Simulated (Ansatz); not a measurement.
# Relaxation of Si3N4

Aim: in Si3N4, a database structure at a slightly changed volume, relax cell and atoms, then read levels, charges and fields where it ends.

A COD entry behind a cell of this session may itself be a prediction, so a difference from it is no test against experiment.

Program: Ansatz 0.2.0. Level of theory: DFT, r2SCAN, no spin polarisation, plane waves, PAW. These are calculated values, not measurements.

The structure is hexagonal, space group P6_3/m (No. 176). The conventional cell has a = 7.522 Å, b = 7.522 Å, c = 2.872 Å, α = 90.00°, β = 90.00°, γ = 120.00°. N (site symmetry m) has 3 Si at 1.72 Å as nearest neighbours. Around N (site symmetry -6) lie 3 Si at 1.71 Å. Si (site symmetry m) has 4 N at 1.71 to 1.72 Å as nearest neighbours.

In its conventional cell, by symmetry (the run takes the cell typed in the input):

```cif
data_structure
_symmetry_space_group_name_H-M 'P6_3/m'
_symmetry_Int_Tables_number 176
_cell_length_a 7.5221
_cell_length_b 7.5221
_cell_length_c 2.8716
_cell_angle_alpha 90.000
_cell_angle_beta 90.000
_cell_angle_gamma 120.000
_cell_volume 140.71
loop_
_atom_site_label
_atom_site_type_symbol
_atom_site_symmetry_multiplicity
_atom_site_Wyckoff_symbol
_atom_site_fract_x
_atom_site_fract_y
_atom_site_fract_z
_atom_site_occupancy
N1 N 6 h 0.33020 0.02960 0.25000 1
N2 N 2 c 0.33333 0.66667 0.25000 1
Si1 Si 6 h 0.17390 0.76750 0.25000 1
```

The first density is read from a saved solution for the starting cell.

The structure above is the start of the run; the results belong to its end.

| quantity | value |
| --- | --- |
| moves | 4 |
| energy gained | 9.7 meV/atom |
| largest move | 0.01 Å (Si) |
| space group (0.01 Å), before / after | P6_3/m / P6_3/m |
| cell | a = 7.606 Å, b = 7.606 Å, c = 2.906 Å, α = 90.00°, β = 90.00°, γ = 120.00° |
| volume | 10.40 Å³/atom (+3.5 %) |
| pressure at the end | -0.01 GPa |
| formation energy (elements from separate runs) | -1.28 eV/atom |
| gap (mesh) | 5.00 eV, indirect |
| least direct gap | 5.20 eV |
| Bader charges | N -2.41 to -2.40, Si +3.21 e |

In words: The volume grew by 3.5 %, and the largest move of an atom is 0.01 Å apart from the change of the cell; the energy fell by 9.7 meV per atom. The run held to 12 symmetry operations, so a lower structure without them is not ruled out. The levels show a gap of 5.00 eV, with the least direct gap at 5.20 eV. Gaps from semilocal functionals tend to lie below the measured ones. Set against separate runs on the elements (N2 molecule, Si diamond), it forms at -1.28 eV per atom, which says nothing yet of rival compounds. By Bader's partition Si gives up most (+3.21 e) and N takes most (-2.41 e).

**Question.** Which input and command would start the first run of this session?

A: The one that was run. It is one of several that fit.

Input file input.yaml:

```yaml
crystal:
  lattice:
    - [7.52210031, 0.0, 0.0]
    - [-3.76105015, 6.51432696, 0.0]
    - [0.0, 0.0, 2.87160421]
  atoms:
    - { symbol: "N", position: [0.3302, 0.0296, 0.25] }
    - { symbol: "N", position: [0.3006, 0.3302, 0.75] }
    - { symbol: "N", position: [0.9704, 0.3006, 0.25] }
    - { symbol: "N", position: [0.6698, 0.9704, 0.75] }
    - { symbol: "N", position: [0.6994, 0.6698, 0.25] }
    - { symbol: "N", position: [0.0296, 0.6994, 0.75] }
    - { symbol: "N", position: [0.3333, 0.6667, 0.25] }
    - { symbol: "N", position: [0.6666, 0.3333, 0.75] }
    - { symbol: Si, position: [0.1739, 0.7675, 0.25] }
    - { symbol: Si, position: [0.4064, 0.1739, 0.75] }
    - { symbol: Si, position: [0.2325, 0.4064, 0.25] }
    - { symbol: Si, position: [0.8261, 0.2325, 0.75] }
    - { symbol: Si, position: [0.5936, 0.8261, 0.25] }
    - { symbol: Si, position: [0.7675, 0.5936, 0.75] }
  symmetry: { tolerance: 0.0003 }
kpoints:
  mp_grid: { grid: [4, 4, 7], shift: [0, 0, 0] }
magnetization:
  spin_polarized: false
scf:
  occupations: { method: fermi_dirac }
  lower_state_search: "off"
hamiltonian:
  pseudopotentials: { kind: paw }
  xc: r2scan
basis:
  ecutwfc: 500
  fft_grid_basis: typed
relax:
  max_steps: 40
  cell: { p_target: 0.0 }
output:
  forces: true
  stress: true
  eigenvalues: true
  bader: true
  populations: true
  elf: true
  write_potential: true
  volumetric_format: npy
  dos:
    e_range: [-12, 8]
    de: 0.05
    projected: { site_lists: { "N": ["N"], Si: [Si] } }
  write_density: true
checkpoint:
  read: saved_state
```

Started as:

```sh
ansatz run input.yaml --threads 2 --pin off --max-ram 2560MiB --backend cpu --events-out ev --progress --plain --runs-dir out
```
